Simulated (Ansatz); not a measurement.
# BeGaH (singlet): the correlation ladder at distance Ga1–Be2 = 2.294 Å, cc-pVTZ

How much of the correlation energy of BeGaH (singlet) does each wave-function method recover here?

The runs use Ansatz 0.2.0, Gaussian basis; cc-pVTZ, core rule «outside noble gas», up to 15 orbitals frozen.

Plan: UHF; CCSD(T) on RHF; CCSD(T) on UHF; BCCD(T) on RHF; CCSDT(Q) on RHF; CCSDT(Q) on UHF; CASSCF and NEVPT2, 6 electrons in 9 orbitals.

15 further runs of the same task are left out: 3 for a known fault of the program, 10 that didn't finish, 2 set aside as unsound or not needed.

### Step 1. What is computed

The geometry derives from a PBE0/def2-TZVP stationary point (not a proven minimum). One bond is set to the value named and the two fragments are kept rigid. No spin-orbit coupling is included. The filled d shell of Ga may be among the frozen orbitals whatever the setting's name suggests; the logs give the count.

3 atoms, charge 0, spin multiplicity 1.

Atoms are counted from 1 here; the program's logs count them from 0.

Bond lengths: Be2–H3 1.528 Å.

### Step 2. UHF

in.yaml

```yaml
crystal:
  periodic: [false, false, false]
  atoms:
    - {symbol: Ga, position_ang: [0.000000, 0.007510, 0.278920]}
    - {symbol: Be, position_ang: [0.000000, -0.191322, -2.006345]}
    - {symbol: H, position_ang: [0.000000, 1.191158, -1.354810]}
basis:
  gaussian: {orbitals: cc-pVTZ}
magnetization: {spin_polarized: true, initial_magnetization: 0}
hamiltonian: {xc: hf}
output: {orbitals: {seedname: orbitals}}
```

Run with:

```bash
$ ansatz run in.yaml --threads 1 --pin off --events-out ev --progress --plain --max-ram 2393MiB
```

Further steps of the session: CCSD(T) on RHF; CCSD(T) on UHF; BCCD(T) on RHF; CCSDT(Q) on RHF; CCSDT(Q) on UHF; CASSCF and NEVPT2, 6 electrons in 9 orbitals.

Before running them: what should the planned runs give, taken together? Wanted: RCCSDT(Q) below the RHF energy; RMP2 from RCCSDT(Q); UMP2 from RCCSDT(Q); RCCSD from RCCSDT(Q); RCCSD(T) from RCCSDT(Q); UCCSD(T) from RCCSDT(Q); UCCSDT(Q) from RCCSDT(Q); NEVPT2 valence from RCCSDT(Q); T1 diagnostic.

The runs gave:

| quantity | value |
| --- | --- |
| RCCSDT(Q) below the RHF energy | -3.9730 eV |
| RMP2 from RCCSDT(Q) | +1016.5 meV |
| UMP2 from RCCSDT(Q) | +1165.9 meV |
| RCCSD from RCCSDT(Q) | +231.8 meV |
| RCCSD(T) from RCCSDT(Q) | +48.1 meV |
| UCCSD(T) from RCCSDT(Q) | +101.2 meV |
| UCCSDT(Q) from RCCSDT(Q) | +2.8 meV |
| NEVPT2 valence from RCCSDT(Q) | +413.3 meV |
| levels within 1 kcal/mol (43 meV) | RCCSDT, UCCSDT, UCCSDT(Q) |
| T1 diagnostic | 0.030 |
| effectively unpaired electrons | 0.32 |

RCCSD(T) misses by +48.1 meV, 1.2 % of the correlation energy. CCSD(T) misses by +48.1 meV on the restricted determinant and by +101.2 meV on the unrestricted one; the two need not hold the same state or core. The occupations show some static correlation. These misses are within one basis, not against nature.
